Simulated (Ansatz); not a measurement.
**ClGeHO: how energies converge with the basis set**

One table from this session's results is given with a row withheld; the runs are named, their logs left out.

Computed with Ansatz 0.2.0, Gaussian basis. Level: one geometry, several basis sets.

The runs, in order: PBE0-D4/def2-SVP; ωB97M-V/def2-SVP; PBE0-D4/def2-QZVPP; ωB97M-V/def2-QZVPP; the functionals' def2-TZVPP values are taken from earlier runs.

## The geometry

All runs share one geometry, relaxed beforehand with PBE0-D4 in a triple-zeta def2 set.

SMILES `[OH][Ge][Cl]`, 4 atoms, charge 0, spin multiplicity 1.

Atoms are counted from 1 here; the program's logs count them from 0.

Bond lengths: O1–Ge2 1.772 Å, O1–H4 0.963 Å, Ge2–Cl3 2.212 Å. Angles: Ge2–O1–H4 115.0°, O1–Ge2–Cl3 98.5°.

The first run:

in.yaml

```yaml
crystal:
  periodic: [false, false, false]
  atoms:
    - {symbol: O, position_ang: [-0.860939, 0.576776, -0.473766]}
    - {symbol: Ge, position_ang: [-0.603889, -0.622276, 0.804729]}
    - {symbol: Cl, position_ang: [1.585416, -0.860249, 0.594325]}
    - {symbol: H, position_ang: [-0.064987, 0.845550, -0.945488]}
basis:
  gaussian: {orbitals: def2-SVP}
hamiltonian: {xc: pbe0, dispersion: d4}
output: {orbitals: {seedname: orbitals}}
```

Launch:

```sh
$ ansatz run in.yaml --threads 2 --pin off --events-out ev --progress --plain --max-ram 32768MiB --backend cpu
```

Steps of the session up to this table: PBE0-D4 in def2-SVP; ωB97M-V in def2-SVP; PBE0-D4 in def2-QZVPP; ωB97M-V in def2-QZVPP.

One of the session's tables, all rows but one given; the rest of the session is left out.

It belongs to the step «Functionals by basis». 

```
functional       basis  HOMO (eV)  LUMO (eV)
   PBE0-D4    def2-SVP      -7.95      -2.20
   PBE0-D4  def2-TZVPP      -8.09      -2.36
   PBE0-D4  def2-QZVPP      -8.14      -2.42
   ωB97M-V    def2-SVP     -10.05      -0.17
   ωB97M-V  def2-TZVPP     -10.23      -0.38
   ωB97M-V  def2-QZVPP          ?          ?
```

**Question.** Estimate the row for ωB97M-V, def2-QZVPP.

As computed: HOMO (eV): -10.30; LUMO (eV): -0.51. In the column «HOMO (eV)» it is the lowest.
